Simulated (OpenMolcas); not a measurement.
**One shape, several levels: C2H8GaN (SMILES [CH3][Ga]([CH3])[NH2])**

Aim: a comparison of 6 runs (B2PLYP/cc-pVDZ, B3LYP/cc-pVDZ, BLYP/cc-pVDZ, PBE0/cc-pVDZ, TPSS/cc-pVDZ, MP2/cc-pVDZ) of C2H8GaN. 

The calculation is run with OpenMolcas 26.06.

1 further run of the same task is left out (set aside as unsound or not needed).

## (1) The molecule

The species is C2H8GaN (12 atoms), meant as a singlet with charge 0. SMILES: `[CH3][Ga]([CH3])[NH2]`. Geometry: relaxed at PBE0-D4/def2-TZVP.

Bond lengths: C1–Ga2 1.967 Å, Ga2–C3 1.967 Å, Ga2–N4 1.824 Å, C1–H5 1.091 Å, C1–H6 1.093 Å, C1–H7 1.093 Å, C3–H8 1.093 Å, C3–H9 1.091 Å, C3–H10 1.093 Å, N4–H11 1.006 Å, N4–H12 1.006 Å. Some angles: C1–Ga2–C3 126.1°, C1–Ga2–N4 117.0°, C3–Ga2–N4 117.0°, Ga2–C1–H5 111.8°, Ga2–C1–H6 110.6°, Ga2–C1–H7 110.6°, Ga2–C3–H8 110.6°, Ga2–C3–H9 111.7°, Ga2–C3–H10 110.6°, Ga2–N4–H11 124.2°.

## (2) A single-point energy at B2PLYP/cc-pVDZ (run 1)

Contents of test.inp:

```
* C2H8GaN Kohn-Sham DFT
&GATEWAY
BasLib
$CurrDir
Coord
12
angstrom
C       -0.496600       1.795100      -0.383100
Ga      -0.078800      -0.097900      -0.052000
C        1.442300      -0.783000       0.989400
N       -1.206800      -1.333200      -0.779100
H       -1.389900       1.910300      -0.999000
H       -0.659300       2.323300       0.559900
H        0.336100       2.290100      -0.889200
H        1.414300      -0.397200       2.011600
H        1.443400      -1.873300       1.034100
H        2.387700      -0.456700       0.548400
H       -2.017200      -1.104900      -1.329400
H       -1.098200      -2.328000      -0.677500
Basis
cc-pVDZ
Group
NoSym
&SEWARD
GridInput
Grid=UltraFine
End of Grid
&SCF
KSDFT
B2PLYP_SCF
Thresholds
1e-10 1e-07 1e-07 1e-05
PrOrbitals
0
&MBPT2
Frozen
12
```

The basis set cc-pVDZ is read from a file made from the Basis Set Exchange's data (not shown).

Run with:

```bash
export MOLCAS_MEM=1860
pymolcas test.inp > test.log
```

What it wrote:

```text
--- Start Module: gateway ---
[...]
--- Stop Module: gateway /rc=_RC_ALL_IS_WELL_ ---
[...]
      Basis functions          109
[...]
--- Start Module: scf ---
[...]
       Convergence after  14 Iterations
[...]
::    Total KS-DFT energy                           -2059.8721125211
[...]
      Total spin, S                                     0.0000000000
[...]
      Total electronic charge=   58.000000
      Total            charge=   -0.000000
[...]
      Dipole Moment (debye):
      Origin of the operator (angstrom)=   -0.0918   -0.1122   -0.0605
                   X= -2.4020E-01               Y= -2.6076E-01               Z= -1.5025E-01           Total=  3.8505E-01
      Quadrupole Moment (debye*angstrom):
[...]
--- Stop Module: scf /rc=_RC_ALL_IS_WELL_ ---
[...]
--- Start Module: mbpt2 ---
[...]
 ###    WARNING: MP2 implementation intended for RHF references only         ###
 ###############################################################################
MBPT2 WARNING: Reference function according to RunFile:KS-DFT
I'll assume you know what you're doing and continue
WARNING!
Default frozen orbitals as non valence orbitals is overwritten by user input.
Default values:  17
[...]
       Reference weight ( Cref**2 )         =        0.76390
::    Total MBPT2 energy                            -2060.5621343895
[...]
      Total MBPT2 calculations                           0.47      0.54
--- Stop Module: mbpt2 /rc=_RC_ALL_IS_WELL_ ---
[...]
```

Wall time 37 s (1 thread of Intel Xeon 6975P-C (Granite Rapids), shared host); peak memory 0.64 GiB.

## (3) Energy and gradient at B3LYP/cc-pVDZ (run 2)

Contents of struct.xyz:

```xyz
12

C     -0.496600     1.795100    -0.383100
Ga    -0.078800    -0.097900    -0.052000
C      1.442300    -0.783000     0.989400
N     -1.206800    -1.333200    -0.779100
H     -1.389900     1.910300    -0.999000
H     -0.659300     2.323300     0.559900
H      0.336100     2.290100    -0.889200
H      1.414300    -0.397200     2.011600
H      1.443400    -1.873300     1.034100
H      2.387700    -0.456700     0.548400
H     -2.017200    -1.104900    -1.329400
H     -1.098200    -2.328000    -0.677500
```

Contents of test.input:

```
* C2H8GaN Kohn-Sham DFT
>>> EXPORT MOLCAS_PRINT=2

&gateway
  baslib=$CurrDir
  coord=struct.xyz
  basis=cc-pVDZ
  group=NoSym

&seward
  gridinput
  Grid=UltraFine
  End of Grid

&scf
  ksdft=B3LYP
  thresholds=1e-10 1e-07 1e-07 1e-05
  prorbitals=1 1

&alaska
```

The basis set cc-pVDZ is read from a file made from the Basis Set Exchange's data (not shown).

Run with:

```bash
export MOLCAS_MEM=1860
pymolcas test.input > test.log
```

What it wrote:

```text
--- Start Module: gateway ---
[...]
--- Stop Module: gateway /rc=_RC_ALL_IS_WELL_ ---
[...]
      Basis functions          109
[...]
--- Start Module: scf ---
[...]
       Convergence after  13 Iterations
[...]
::    Total KS-DFT energy                           -2060.6788488234
[...]
      Total spin, S                                     0.0000000000
[...]
      Total electronic charge=   58.000000
      Total            charge=   -0.000000
[...]
      Dipole Moment (debye):
      Origin of the operator (angstrom)=   -0.0918   -0.1122   -0.0605
                   X= -3.1613E-01               Y= -3.4409E-01               Z= -1.9958E-01           Total=  5.0810E-01
      Quadrupole Moment (debye*angstrom):
[...]
 *              Molecular gradients               *
 **************************************************
  Irreducible representation: a
 ------------------------------------------------------------------------------------------
                              X                       Y                       Z
 ------------------------------------------------------------------------------------------
  C1                2.78892629475003E-05    1.94578453726102E-03   -2.97819521350995E-05
  GA2              -1.00173933011272E-03   -1.10699252717961E-03   -6.64366993893939E-04
  C3                1.59966711322390E-03   -8.12982084115177E-05    1.08701692201052E-03
  N4               -3.21211165762314E-03   -3.48753434688298E-03   -2.05859098375427E-03
  H5                5.56399656491990E-03   -1.05960766577762E-03    3.84836124201016E-03
  H6                1.03180056971064E-03   -3.22296317526805E-03   -5.86369019455812E-03
  H7               -5.16880054746194E-03   -3.03794918479650E-03    3.18054632601106E-03
  H8                2.30764035360265E-04   -2.39759939572526E-03   -6.34690872514732E-03
[...]
```

Wall time 50 s (1 thread of Intel Xeon 6975P-C (Granite Rapids), shared host); peak memory 0.64 GiB.

Run 3 isn't shown in full; the table further down has it.

## (4) Energy and gradient at PBE0/cc-pVDZ (run 4)

Contents of coord.xyz:

```xyz
12

C     -0.496600     1.795100    -0.383100
Ga    -0.078800    -0.097900    -0.052000
C      1.442300    -0.783000     0.989400
N     -1.206800    -1.333200    -0.779100
H     -1.389900     1.910300    -0.999000
H     -0.659300     2.323300     0.559900
H      0.336100     2.290100    -0.889200
H      1.414300    -0.397200     2.011600
H      1.443400    -1.873300     1.034100
H      2.387700    -0.456700     0.548400
H     -2.017200    -1.104900    -1.329400
H     -1.098200    -2.328000    -0.677500
```

Contents of job.inp:

```
* C2H8GaN Kohn-Sham DFT
&gateway
baslib=$CurrDir
coord=coord.xyz
basis=cc-pVDZ
group=NoSym
&seward
gridinput
Grid=UltraFine
End of Grid
&scf
ksdft=PBE0
thresholds=1e-10 1e-07 1e-07 1e-05
prorbitals=1 1
&alaska
```

The basis set cc-pVDZ is read from a file made from the Basis Set Exchange's data (not shown).

Run with:

```bash
export MOLCAS_MEM=1860
pymolcas job.inp > job.log
```

What it wrote:

```text
--- Start Module: gateway ---
[...]
--- Stop Module: gateway /rc=_RC_ALL_IS_WELL_ ---
[...]
      Basis functions          109
[...]
--- Start Module: scf ---
[...]
       Convergence after  13 Iterations
[...]
::    Total KS-DFT energy                           -2060.2093849231
[...]
      Total spin, S                                     0.0000000000
[...]
      Total electronic charge=   58.000000
      Total            charge=   -0.000000
[...]
      Dipole Moment (debye):
      Origin of the operator (angstrom)=   -0.0918   -0.1122   -0.0605
                   X= -2.8749E-01               Y= -3.1272E-01               Z= -1.8105E-01           Total=  4.6176E-01
      Quadrupole Moment (debye*angstrom):
[...]
 *              Molecular gradients               *
 **************************************************
  Irreducible representation: a
 ------------------------------------------------------------------------------------------
                              X                       Y                       Z
 ------------------------------------------------------------------------------------------
  C1               -7.86933093652742E-04    5.13040501889783E-03   -6.63932203682993E-04
  GA2              -3.70189000676202E-04   -4.14336684753991E-04   -2.54695583002729E-04
  C3                4.14768915678287E-03   -1.36844972061922E-03    2.83540390379233E-03
  N4               -4.66084141220691E-03   -5.07564419380202E-03   -2.99566842150689E-03
  H5                5.05977398276514E-03   -8.12109311627562E-04    3.49599959636837E-03
  H6                8.96438846877956E-04   -2.83220560610564E-03   -5.34192276150502E-03
  H7               -4.72396814159648E-03   -2.66695205508816E-03    2.85452212972448E-03
  H8                2.77214469143194E-04   -2.23006226120326E-03   -5.70562688776732E-03
[...]
```

It took 50 s on 1 thread of Intel Xeon 6975P-C (Granite Rapids), shared host; peak memory 0.64 GiB.

Run 5 isn't shown in full; the table further down has it.

## (5) A single-point energy at MP2/cc-pVDZ (run 6)

Contents of geom.xyz:

```xyz
12

C     -0.496600     1.795100    -0.383100
Ga    -0.078800    -0.097900    -0.052000
C      1.442300    -0.783000     0.989400
N     -1.206800    -1.333200    -0.779100
H     -1.389900     1.910300    -0.999000
H     -0.659300     2.323300     0.559900
H      0.336100     2.290100    -0.889200
H      1.414300    -0.397200     2.011600
H      1.443400    -1.873300     1.034100
H      2.387700    -0.456700     0.548400
H     -2.017200    -1.104900    -1.329400
H     -1.098200    -2.328000    -0.677500
```

Contents of job.inp:

```
&GATEWAY
  BASLIB
  $CurrDir
  COORD
  geom.xyz
  BASIS
  cc-pVDZ
  GROUP
  NoSym

&SEWARD

&SCF
  THRESHOLDS
  1e-10 1e-07 1e-07 1e-05
  PRORBITALS
  1

&MBPT2
  FROZEN
  12
```

The basis set cc-pVDZ is read from a file made from the Basis Set Exchange's data (not shown).

Run with:

```bash
export MOLCAS_MEM=1860
pymolcas job.inp > job.log
```

What it wrote:

```text
--- Start Module: gateway ---
[...]
--- Stop Module: gateway /rc=_RC_ALL_IS_WELL_ ---
[...]
      Basis functions          109
[...]
--- Start Module: scf ---
[...]
       Convergence after  13 Iterations
[...]
::    Total SCF energy                              -2058.0875619438
[...]
      Total spin, S                                     0.0000000000
[...]
      Total electronic charge=   58.000000
      Total            charge=   -0.000000
[...]
      Dipole Moment (debye):
      Origin of the operator (angstrom)=   -0.0918   -0.1122   -0.0605
                   X= -1.6550E-01               Y= -1.7872E-01               Z= -1.0163E-01           Total=  2.6392E-01
      Quadrupole Moment (debye*angstrom):
[...]
--- Stop Module: scf /rc=_RC_ALL_IS_WELL_ ---
[...]
--- Start Module: mbpt2 ---
[...]
WARNING!
Default frozen orbitals as non valence orbitals is overwritten by user input.
Default values:  17
[...]
       Reference weight ( Cref**2 )         =        0.83493
::    Total MBPT2 energy                            -2058.6470897190
[...]
      Total MBPT2 calculations                           0.50      0.59
--- Stop Module: mbpt2 /rc=_RC_ALL_IS_WELL_ ---
[...]
```

It took 12 s on 1 thread of Intel Xeon 6975P-C (Granite Rapids), shared host; peak memory 0.64 GiB.

## (6) All runs side by side

| run | level | task | frozen core orbitals | energy (Eh) | dipole moment (D) of the reference | HOMO energy (eV) | LUMO energy (eV) | wall time |
| --- | --- | --- | --- | --- | --- | --- | --- | --- |
| 1 | B2PLYP/cc-pVDZ | energy | 12 | -2060.058418 | 0.39 | -8.00 | 1.41 | 37 s |
| 2 | B3LYP/cc-pVDZ | gradient | – | -2060.678849 | 0.51 | -6.51 | 0.12 | 50 s |
| 3 | BLYP/cc-pVDZ | gradient | – | -2060.606241 | 0.61 | -5.26 | -0.33 | 57 s |
| 4 | PBE0/cc-pVDZ | gradient | – | -2060.209385 | 0.46 | -6.76 | 0.38 | 50 s |
| 5 | TPSS/cc-pVDZ | gradient | – | -2060.642994 | 0.58 | -5.47 | -0.29 | 68 s |
| 6 | MP2/cc-pVDZ | energy | 12 | -2058.647090 | 0.26 | -10.19 | 3.18 | 12 s |

## (7) Outcome

| quantity | value |
| --- | --- |
| run 6: total energy | -2058.64709 Eh |
| run 6: dipole moment (mean-field density) | 0.26 D |
| run 6: HOMO energy (Hartree–Fock orbitals) | -10.19 eV |
| run 6: LUMO energy (Hartree–Fock orbitals) | 3.18 eV |
| run 6: HOMO–LUMO gap (Hartree–Fock orbitals) | 13.37 eV |
| run 6: correlation energy (12 core orbitals frozen) | -559.5 mEh |

**Reading.** Over runs 1, 2, 3, 4, 5 the dipole moment (its size) runs from 0.39 D (B2PLYP/cc-pVDZ) to 0.61 D (BLYP/cc-pVDZ). A double hybrid's value is that of its SCF part. Over runs 1, 2, 3, 4, 5 the HOMO–LUMO gap runs from 4.92 eV (BLYP/cc-pVDZ) to 9.41 eV (B2PLYP/cc-pVDZ). For B2PLYP the log adds the whole second-order term; the table takes 0.27 of it, as the functional is defined. Totals of different functionals can't be ranked against each other. All runs together took 4.6 min, the longest 68 s.
